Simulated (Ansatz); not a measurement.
# SnH3O2 radical: how energies converge with the basis set

The task here is to estimate one member of a computed series from the others.

Computed with Ansatz 0.2.0, Gaussian basis. Level: one geometry, several basis sets.

Levels to be run: PBE0-D4/def2-SVP; ωB97M-V/def2-SVP; PBE0-D4/def2-QZVPP; ωB97M-V/def2-QZVPP; the functionals' def2-TZVPP values are taken from earlier runs.

**The geometry**

All runs share one geometry, relaxed beforehand with PBE0-D4 in a triple-zeta def2 set. Sn takes the def2 core potential; no spin-orbit term is included.

6 atoms, charge 0, spin multiplicity 2.

Atoms are counted from 1 here; the program's logs count them from 0.

Bond lengths: O1–Sn2 1.978 Å, O1–H4 0.960 Å, Sn2–O3 1.963 Å, Sn2–H5 1.748 Å, O3–H6 0.962 Å. Angles: Sn2–O1–H4 115.0°, O1–Sn2–O3 99.6°, O1–Sn2–H5 110.6°, O3–Sn2–H5 104.3°, Sn2–O3–H6 112.0°.

The first run:

in.yaml reads:

```yaml
crystal:
  periodic: [false, false, false]
  atoms:
    - {symbol: O, position_ang: [-1.248283, -0.684732, -0.233413]}
    - {symbol: Sn, position_ang: [0.417040, 0.302515, -0.639585]}
    - {symbol: O, position_ang: [1.413881, -0.038312, 1.016734]}
    - {symbol: H, position_ang: [-1.851977, -0.783437, -0.973644]}
    - {symbol: H, position_ang: [0.128618, 2.026052, -0.624258]}
    - {symbol: H, position_ang: [1.182722, -0.885987, 1.408064]}
basis:
  gaussian: {orbitals: def2-SVP}
magnetization: {spin_polarized: true, initial_magnetization: 1}
hamiltonian: {xc: pbe0, dispersion: d4}
output: {orbitals: {seedname: orbitals}}
```

Among the steps run: PBE0-D4 in def2-SVP; ωB97M-V in def2-SVP; PBE0-D4 in def2-QZVPP; ωB97M-V in def2-QZVPP.

One table of the session follows, with a row left open; its other results are not shown here.

It belongs to the step «Functionals by basis». 

```
functional       basis  HOMO (eV)  LUMO (eV)
   PBE0-D4    def2-SVP          ?          ?
   PBE0-D4  def2-TZVPP      -6.41      -3.41
   PBE0-D4  def2-QZVPP      -6.46      -3.46
   ωB97M-V    def2-SVP      -8.23      -1.43
   ωB97M-V  def2-TZVPP      -8.47      -1.67
   ωB97M-V  def2-QZVPP      -8.52      -1.75
```

**Question.** Estimate the row for PBE0-D4, def2-SVP.

**Answer.** HOMO (eV): -6.21; LUMO (eV): -3.26. In the column «HOMO (eV)» it is the highest.
